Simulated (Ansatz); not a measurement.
# C₂H₁₁GeNSi: small, medium and large basis sets

One table from this session's results is given with a row withheld; the runs are named, their logs left out.

Computed with Ansatz 0.2.0, Gaussian basis. Level: one geometry, several basis sets.

Plan: PBE0-D4/def2-SVP; ωB97M-V/def2-SVP; PBE0-D4/def2-QZVPP; ωB97M-V/def2-QZVPP; the functionals' def2-TZVPP values are taken from earlier runs.

## The geometry

All runs share one geometry, relaxed beforehand with PBE0-D4 in a triple-zeta def2 set.

SMILES `C[SiH](C)[NH][GeH3]`, 16 atoms, charge 0, spin multiplicity 1.

Atoms are counted from 1 here; the program's logs count them from 0.

Bond lengths: C1–Si2 1.869 Å, C1–H6 1.094 Å, C1–H7 1.093 Å, C1–H8 1.092 Å, Si2–C3 1.872 Å, Si2–N4 1.727 Å, Si2–H9 1.492 Å, C3–H10 1.093 Å, C3–H11 1.094 Å, C3–H12 1.094 Å, N4–Ge5 1.835 Å, N4–H13 1.010 Å, Ge5–H14 1.539 Å, Ge5–H15 1.545 Å, Ge5–H16 1.535 Å. Angles: Si2–C1–H6 110.9°, Si2–C1–H7 110.9°, Si2–C1–H8 111.0°, H6–C1–H7 107.5°, H6–C1–H8 108.0°, H7–C1–H8 108.3°, C1–Si2–C3 109.4°, C1–Si2–N4 109.7°, C1–Si2–H9 110.6°, C3–Si2–N4 113.5°, C3–Si2–H9 108.2°, N4–Si2–H9 105.5°, Si2–C3–H10 111.0°, Si2–C3–H11 111.1°, Si2–C3–H12 111.1°, H10–C3–H11 107.8°, H10–C3–H12 107.9°, H11–C3–H12 107.8° and more.

The first run:

Contents of in.yaml:

```yaml
crystal:
  periodic: [false, false, false]
  atoms:
    - {symbol: C, position_ang: [-1.290837, 0.772094, 1.691961]}
    - {symbol: Si, position_ang: [0.102783, 0.294636, 0.542236]}
    - {symbol: C, position_ang: [1.077018, -1.113972, 1.297831]}
    - {symbol: N, position_ang: [-0.533027, -0.070090, -1.021050]}
    - {symbol: Ge, position_ang: [0.289431, 0.179396, -2.642297]}
    - {symbol: H, position_ang: [-1.997537, -0.054441, 1.813456]}
    - {symbol: H, position_ang: [-0.909109, 1.026392, 2.684409]}
    - {symbol: H, position_ang: [-1.840622, 1.632679, 1.305082]}
    - {symbol: H, position_ang: [1.030358, 1.444728, 0.336323]}
    - {symbol: H, position_ang: [1.901015, -1.413922, 0.645454]}
    - {symbol: H, position_ang: [0.441879, -1.990036, 1.458558]}
    - {symbol: H, position_ang: [1.500327, -0.825758, 2.264493]}
    - {symbol: H, position_ang: [-1.337050, -0.679925, -1.058599]}
    - {symbol: H, position_ang: [-0.794686, 0.420825, -3.708154]}
    - {symbol: H, position_ang: [1.129885, -1.046111, -3.064758]}
    - {symbol: H, position_ang: [1.207573, 1.400907, -2.500647]}
basis:
  gaussian: {orbitals: def2-SVP}
hamiltonian: {xc: pbe0, dispersion: d4}
output: {orbitals: {seedname: orbitals}}
```

Command:

```bash
ansatz run in.yaml --threads 4 --pin off --events-out ev --progress --plain --max-ram 11315MiB
```

Steps of the session up to this table: PBE0-D4 in def2-SVP; ωB97M-V in def2-SVP; PBE0-D4 in def2-QZVPP; ωB97M-V in def2-QZVPP.

One of the session's tables, all rows but one given; the rest of the session is left out.

It belongs to the step «Functionals by basis». 

| functional | basis | HOMO (eV) | LUMO (eV) |
| --- | --- | --- | --- |
| PBE0-D4 | def2-SVP | -6.87 | 0.84 |
| PBE0-D4 | def2-TZVPP | ? | ? |
| PBE0-D4 | def2-QZVPP | -7.02 | 0.16 |
| ωB97M-V | def2-SVP | -9.14 | 2.61 |
| ωB97M-V | def2-TZVPP | -9.29 | 2.02 |
| ωB97M-V | def2-QZVPP | -9.31 | 1.41 |

**Question.** Estimate the row for PBE0-D4, def2-TZVPP.

As computed: HOMO (eV): -7.00; LUMO (eV): 0.45. In the column «HOMO (eV)» it lies between PBE0-D4, def2-QZVPP (-7.02) and PBE0-D4, def2-SVP (-6.87).
